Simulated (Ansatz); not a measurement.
**Si17H24 off sphere (Si17H22O): geometry, orbitals and charge**

Aim: characterise Si17H24 off sphere (Si17H22O) as a singlet: its structure, frontier levels and distribution of charge.

Method: RKS PBE0-D4/def2-TZVP; program: Ansatz 0.2.0, Gaussian basis.

The runs, in order: relaxation at r2SCAN-D4/def2-SVP; a single point at PBE0-D4/def2-TZVP.

## Step 1: The starting structure

40 atoms, charge 0, spin multiplicity 1.

Atoms are counted from 1 here; the program's logs count them from 0.

Bond lengths: Si1–Si9 2.318 Å, Si1–Si12 2.317 Å, Si1–H19 1.470 Å, Si1–H20 1.473 Å, Si2–Si11 2.330 Å, Si2–Si13 2.334 Å, Si2–H21 1.469 Å, Si2–H22 1.469 Å, Si3–Si10 2.346 Å, Si3–Si14 2.336 Å, Si3–Si15 2.346 Å, Si3–H23 1.477 Å, Si4–Si11 2.369 Å, Si4–Si14 2.334 Å, Si4–Si16 2.369 Å, Si4–H24 1.478 Å, Si5–Si9 2.342 Å, Si5–Si10 2.355 Å and more. Angles: Si9–Si1–Si12 114.4°, Si9–Si1–H19 112.1°, Si9–Si1–H20 106.7°, Si12–Si1–H19 111.8°, Si12–Si1–H20 107.6°, H19–Si1–H20 103.5°, Si11–Si2–Si13 109.2°, Si11–Si2–H21 110.7°, Si11–Si2–H22 111.7°, Si13–Si2–H21 110.7°, Si13–Si2–H22 111.2°, H21–Si2–H22 103.2°, Si10–Si3–Si14 107.5°, Si10–Si3–Si15 109.7°, Si10–Si3–H23 110.6°, Si14–Si3–Si15 108.4°, Si14–Si3–H23 110.6°, Si15–Si3–H23 109.9° and more.

The start is a GFN2-xTB geometry.

## Step 2: Relaxation at r2SCAN-D4/def2-SVP

in.yaml

```yaml
crystal:
  periodic: [false, false, false]
  atoms:
    - {symbol: Si, position_ang: [-1.893790, -2.726960, 2.958720]}
    - {symbol: Si, position_ang: [1.243060, -2.867030, -0.223900]}
    - {symbol: Si, position_ang: [-1.659930, 2.627310, -2.809780]}
    - {symbol: Si, position_ang: [1.096420, -0.078840, -2.848270]}
    - {symbol: Si, position_ang: [-1.662130, -0.229710, -0.116380]}
    - {symbol: Si, position_ang: [1.073490, -0.286090, 2.622310]}
    - {symbol: Si, position_ang: [1.045420, 2.574680, -0.130830]}
    - {symbol: Si, position_ang: [3.851150, -0.105750, -0.058270]}
    - {symbol: Si, position_ang: [-2.992460, -1.537420, 1.299530]}
    - {symbol: Si, position_ang: [-2.954270, 1.195010, -1.476060]}
    - {symbol: Si, position_ang: [-0.188220, -1.519380, -1.474230]}
    - {symbol: Si, position_ang: [-0.264300, -1.521710, 4.081480]}
    - {symbol: Si, position_ang: [2.496510, -1.524350, 1.215310]}
    - {symbol: Si, position_ang: [-0.280130, 1.293120, -4.141420]}
    - {symbol: Si, position_ang: [-0.301720, 3.966400, -1.444220]}
    - {symbol: Si, position_ang: [2.476070, 1.206800, -1.414110]}
    - {symbol: Si, position_ang: [-0.203790, 1.105410, 1.217140]}
    - {symbol: O, position_ang: [-0.300920, 1.322410, -5.655960]}
    - {symbol: H, position_ang: [-2.830930, -3.373480, 3.888500]}
    - {symbol: H, position_ang: [-1.229510, -3.862710, 2.296920]}
    - {symbol: H, position_ang: [2.123170, -3.647140, -1.104090]}
    - {symbol: H, position_ang: [0.507910, -3.899970, 0.517390]}
    - {symbol: H, position_ang: [-2.525550, 3.480240, -3.649770]}
    - {symbol: H, position_ang: [1.970730, -0.894670, -3.716710]}
    - {symbol: H, position_ang: [1.955540, 0.603460, 3.410330]}
    - {symbol: H, position_ang: [1.893630, 3.399770, 0.752830]}
    - {symbol: H, position_ang: [4.836030, -0.850170, -0.858090]}
    - {symbol: H, position_ang: [4.688690, 0.736450, 0.808450]}
    - {symbol: H, position_ang: [-3.837770, -2.414070, 0.475010]}
    - {symbol: H, position_ang: [-3.962750, -0.622550, 1.926030]}
    - {symbol: H, position_ang: [-3.867550, 0.401470, -2.313340]}
    - {symbol: H, position_ang: [-3.854940, 1.988110, -0.626900]}
    - {symbol: H, position_ang: [-1.039320, -2.337050, -2.363170]}
    - {symbol: H, position_ang: [0.553690, -2.392300, 4.938930]}
    - {symbol: H, position_ang: [-0.909780, -0.612280, 5.042070]}
    - {symbol: H, position_ang: [3.348200, -2.379670, 2.063520]}
    - {symbol: H, position_ang: [0.521930, 4.877810, -2.254630]}
    - {symbol: H, position_ang: [-1.114690, 4.880160, -0.628720]}
    - {symbol: H, position_ang: [3.285420, 2.098380, -2.270830]}
    - {symbol: H, position_ang: [-1.092620, 1.926330, 2.065210]}
basis:
  gaussian: {orbitals: def2-SVP, fitting: {mean_field: def2-universal-jkfit}}
hamiltonian: {xc: r2scan, dispersion: d4}
scf: {lower_state_search: "off"}
output: {orbitals: {seedname: orbitals}}
relax: {f_tol: 0.03, max_steps: 70}
```

The run is started by

```sh
$ ansatz run in.yaml --threads 2 --pin off --events-out ev --progress --plain --max-ram 32768MiB --backend cuda --devices 0, --max-vram 18GiB
```

Further steps of the session: Single point, PBE0-D4/def2-TZVP.

**Question.** What will the summary of the whole plan be? Wanted: point group; commonest bond, hydrogen aside; HOMO, LUMO at PBE0-D4/def2-TZVP; dipole at r2SCAN-D4/def2-SVP.

The runs gave:

| quantity | value |
| --- | --- |
| point group | C1 |
| commonest bond, hydrogen aside | Si–Si, 22 of mean length 2.354 Å |
| HOMO, LUMO at PBE0-D4/def2-TZVP | -6.90, -2.67 eV |
| dipole at r2SCAN-D4/def2-SVP | 4.58 D |

In words: The molecule keeps its bonding pattern by the stored test; the atoms moved 0.09 Å (rms). No usable vibrations, so a minimum isn't proven. The HOMO lies nearest to O18 35 %; Si3, Si4, Si14 about 13 % each and the LUMO to Si14 42 %; O18 13 %. Whether this spin is the lowest isn't tested here. The point group is read from a loosely relaxed geometry; soft torsions can leave it below the true symmetry.
